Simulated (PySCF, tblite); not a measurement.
**C4H8OSi: geometry, infrared bands and NMR shifts**

Wanted: the infrared bands and NMR shifts of C4H8OSi (`C=COC(=C)[SiH3]`), by calculation.

Programs: tblite 0.8.0 and PySCF 2.14.0, with density-fitted response routines of our own. Each step states its level of theory. These are calculated values for one molecule in the gas phase, unless marked as measured. Atoms are numbered from 0 throughout.

**1. The molecule as given**

14 atoms, charge 0, multiplicity 1; geometry from: force field or distance geometry start.

Bonds of the start (Å): C0–C1 1.35, C1–O2 1.36, O2–C3 1.40, C3–C4 1.34, C3–Si5 1.87, C0–H6 1.08, C0–H7 1.09, C1–H8 1.08, C4–H9 1.09, C4–H10 1.08, Si5–H11 1.49, Si5–H12 1.47, Si5–H13 1.48.

**2. Geometry optimisation with GFN2-xTB**

Job settings and geometry (Å):

```
{"job": {"kind": "relax", "xc": "GFN2-xTB", "basis": "xTB"}, "charge": 0, "multiplicity": 1}
C      2.767000    -0.822500     0.237300
C      1.580400    -0.213400     0.432500
O      0.513800    -0.443300    -0.371900
C     -0.646500     0.335800    -0.239200
C     -0.618200     1.667900    -0.111200
Si    -2.244900    -0.637100    -0.332100
H      2.898100    -1.495700    -0.600000
H      3.604200    -0.638000     0.904800
H      1.412300     0.452500     1.270300
H     -1.526400     2.264500    -0.037100
H      0.318400     2.214000    -0.125400
H     -2.344700    -1.585400     0.814000
H     -2.319700    -1.393400    -1.595100
H     -3.394500     0.293800    -0.269200
```

Launch:

```bash
$ OMP_NUM_THREADS=1 python probes_run.py task.json out
```

The driver reads the jobs from task.json and runs them one after another.

**Question.** This job is followed by: GFN2-xTB harmonic vibrations, gas phase; GIAO PBE0/pcSseg-1 NMR shielding, non-relativistic, gas phase. What will the session give for the following? strongest single infrared mode (GFN2-xTB); zero-point energy (GFN2-xTB); ¹³C shifts against TMS (PBE0/pcSseg-1); ¹H shifts against TMS (PBE0/pcSseg-1, means over atoms taken as alike); ¹⁷O shifts against H2O (PBE0/pcSseg-1); ²⁹Si shifts against TMS (PBE0/pcSseg-1); surface potential, 1st and 99th percentile.

**Answer**, as computed:

| quantity | value |
| --- | --- |
| strongest single infrared mode (GFN2-xTB) | 788 cm⁻¹, 438 km/mol |
| zero-point energy (GFN2-xTB) | 63.2 kcal/mol |
| ¹³C shifts against TMS (PBE0/pcSseg-1) | 168.3, 154.1, 106.6, 99.9 ppm |
| ¹H shifts against TMS (PBE0/pcSseg-1, means over atoms taken as alike) | 6.77, 5.07, 5.01, 4.95, 4.65, 4.13 ppm |
| ¹⁷O shifts against H2O (PBE0/pcSseg-1) | 207.4 ppm |
| ²⁹Si shifts against TMS (PBE0/pcSseg-1) | -74.4 ppm |
| surface potential, 1st and 99th percentile | -0.88 V and 1.06 V |

The optimisation took 75 steps and gained 0.133 eV; among the close pairs (by a distance rule), O2–C3 changed most, from 1.404 to 1.372 Å. No mode is imaginary among the 36: a minimum at this level. The strongest single mode, at 788 cm⁻¹, is spread over several atoms, H13, H11, H12, Si5 among them. Unscaled tight-binding wavenumbers are off by several per cent, some by more. Its intensities can rank the bands wrongly. H8 (hydrogen on an alkene carbon bearing oxygen) lies farthest downfield among hydrogen, at 6.77 ppm; attached to an sp2 carbon and in the plane of the double bond. At PBE0/pcSseg-1: Shielding is most anisotropic at O2 (span 225 ppm, paramagnetic term -272 ppm).
